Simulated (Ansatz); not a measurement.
Consider an equation of state with a fit of KAuF3, space group Pm-3m (the Ansatz DFT code, driven from Python).

The script, `eos_kauf3.py`:
```python
"""Energy against volume for KAuF3, with a fit."""

import warnings

import ansatz as az
import numpy as np
from pymatgen.analysis.eos import EOS

SETTINGS = {
    "smearing_width": 0.1,
    "xc": "pbesol",
    "cutoff": 500,
    "kmesh": (5, 5, 5),
}

VECTORS = np.array([
    [4.4844, 0.0, 0.0],
    [0.0, 4.4844, 0.0],
    [0.0, 0.0, 4.4844],
])
SITES = [
    ("K", (0.5, 0.5, 0.5)),
    ("Au", (0.0, 0.0, 0.0)),
    ("F", (0.5, 0.0, 0.0)),
    ("F", (0.0, 0.0, 0.5)),
    ("F", (0.0, 0.5, 0.0)),
]


def make_crystal(cell):
    crystal = az.Crystal(lattice=az.Lattice.of(cell))
    for symbol, position in SITES:
        crystal = crystal.atom(symbol, position)
    return crystal


def main() -> None:
    warnings.simplefilter("ignore", az.DeckWarning)

    # scale the volume, keep shape and fractions
    volumes, energies = [], []
    for scale in np.linspace(0.9, 1.1, 9):
        cell = VECTORS * scale ** (1 / 3)
        calculation = make_crystal(cell).calculation()
        calculation = calculation.eigensolver("davidson", full_accuracy=True).occupations(az.OccupationsMethod.FERMI_DIRAC, width=SETTINGS["smearing_width"])
        calculation = calculation.accuracy("low").functional(SETTINGS["xc"])
        calculation = calculation.mixing("broyden", preconditioner="none")
        calculation = calculation.basis(SETTINGS["cutoff"])
        calculation = calculation.kpoints(*SETTINGS["kmesh"])
        data = calculation.run().report
        volumes.append(abs(np.linalg.det(cell)) / len(SITES))
        energies.append(data["free_energy_ev"] / len(SITES))
        print(f"V = {volumes[-1]:8.4f} A^3/atom  F = {energies[-1]:.5f} eV/atom")

    for form in ["pourier_tarantola"]:
        fit = EOS(eos_name=form).fit(volumes, energies)
        print(f"{form:18s} V0 {fit.v0:8.4f} A^3/atom  B0 {fit.b0_GPa:7.1f} GPa  B1 {fit.b1:5.2f}")


if __name__ == "__main__":
    main()
```

Where does the minimum lie against the volume typed, and how stiff is the crystal?

A third-order Birch-Murnaghan fit through the 9 points (the script's own form differs a little) has its minimum at 17.03 Å³ an atom, 5.6 % below the typed cell, with a bulk modulus of 69 GPa and dB/dP = 5.1. From that minimum the energy rises by 8.8 meV an atom on the compressed side and 72.6 meV on the expanded side. The window is off centre, so dB/dP is rough.

What the script printed:

Output of `python eos_kauf3.py`:
```text
V =  16.2325 A^3/atom  F = -3384.79934 eV/atom
V =  16.6834 A^3/atom  F = -3384.80661 eV/atom
V =  17.1343 A^3/atom  F = -3384.80805 eV/atom
V =  17.5852 A^3/atom  F = -3384.80458 eV/atom
V =  18.0361 A^3/atom  F = -3384.79690 eV/atom
V =  18.4870 A^3/atom  F = -3384.78566 eV/atom
V =  18.9379 A^3/atom  F = -3384.77140 eV/atom
V =  19.3888 A^3/atom  F = -3384.75458 eV/atom
V =  19.8397 A^3/atom  F = -3384.73561 eV/atom
pourier_tarantola  V0  17.0338 A^3/atom  B0    68.3 GPa  B1  4.78
```

What to keep in mind:
- These settings explore the input space; cutoff and mesh may be short of convergence.
- The cell holds an odd number of electrons and is run without spin, so a magnetic state may lie lower.
- The mesh is modest for a metal, so energies can be off by several to tens of meV an atom and pressures by half a GPa or more; differences at equal mesh fare better.
- Spin-orbit coupling, which matters for elements this heavy, is left out.
- This cell is a computed structure, which may not be the phase found in nature.
- It ran for 63 s on 1 thread of Arm Neoverse N1, with other jobs on the host, peak memory 0.48 GiB.

(Lines on the test bed's own set-up are left out of the output.)
